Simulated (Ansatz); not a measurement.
# AlClH6Si2: the cost of one run

Method: the settings change from run to run; program: Ansatz 0.2.0, Gaussian basis.

## Step 1: The molecule

The structure was relaxed beforehand with PBE0-D4 in a triple-zeta def2 set.

SMILES `[AlH2][SiH2][SiH2]Cl`, 10 atoms, charge 0, spin multiplicity 1.

Atoms are counted from 1 here; the program's logs count them from 0.

Bond lengths: Al1–Si2 2.475 Å, Al1–H5 1.586 Å, Al1–H6 1.587 Å, Si2–Si3 2.335 Å, Si2–H7 1.490 Å, Si2–H8 1.489 Å, Si3–Cl4 2.160 Å, Si3–H9 1.484 Å, Si3–H10 1.484 Å. Angles: Si2–Al1–H5 117.9°, Si2–Al1–H6 117.0°, H5–Al1–H6 122.3°, Al1–Si2–Si3 87.3°, Al1–Si2–H7 120.4°, Al1–Si2–H8 121.2°, Si3–Si2–H7 107.5°, Si3–Si2–H8 107.8°, H7–Si2–H8 108.6°, Si2–Si3–Cl4 97.7°, Si2–Si3–H9 119.5°, Si2–Si3–H10 120.8°, Cl4–Si3–H9 102.9°, Cl4–Si3–H10 102.8°, H9–Si3–H10 108.9°.

## Step 2: wB97/cc-pVTZ-DK

Set apart from the defaults: charge +1, multiplicity 2, coordinates scaled by 0.96, a grid of angular degree 23.

Input file in.yaml:

```yaml
crystal:
  periodic: [false, false, false]
  atoms:
    - {symbol: Al, position_ang: [-1.312320, 0.671793, -0.958046]}
    - {symbol: Si, position_ang: [-0.320047, -1.247215, 0.031657]}
    - {symbol: Si, position_ang: [1.291957, 0.111733, 0.793679]}
    - {symbol: Cl, position_ang: [0.625143, 1.860533, -0.098629]}
    - {symbol: H, position_ang: [-1.123391, 0.879300, -2.454707]}
    - {symbol: H, position_ang: [-2.425239, 1.356112, -0.175212]}
    - {symbol: H, position_ang: [0.306287, -2.241223, -0.783762]}
    - {symbol: H, position_ang: [-0.917240, -1.892927, 1.159074]}
    - {symbol: H, position_ang: [1.326385, 0.452518, 2.176760]}
    - {symbol: H, position_ang: [2.628336, 0.000132, 0.311967]}
basis:
  gaussian: {orbitals: cc-pVTZ-DK, final_grid: {core_spheres: 8, valence_spheres: 7, degree: 23}}
total_charge: 1
magnetization: {spin_polarized: true, initial_magnetization: 1}
hamiltonian: {xc: {name: wB97}}
output: {forces: true}
```

Command:

```bash
> ansatz run in.yaml --threads 2 --pin off --events-out ev --progress --plain --max-ram 4352MiB
```

Q: Estimate wall time and peak memory on 2 threads of Arm Neoverse V2, shared host.

About 11 s, with a peak of 0.54 GiB.
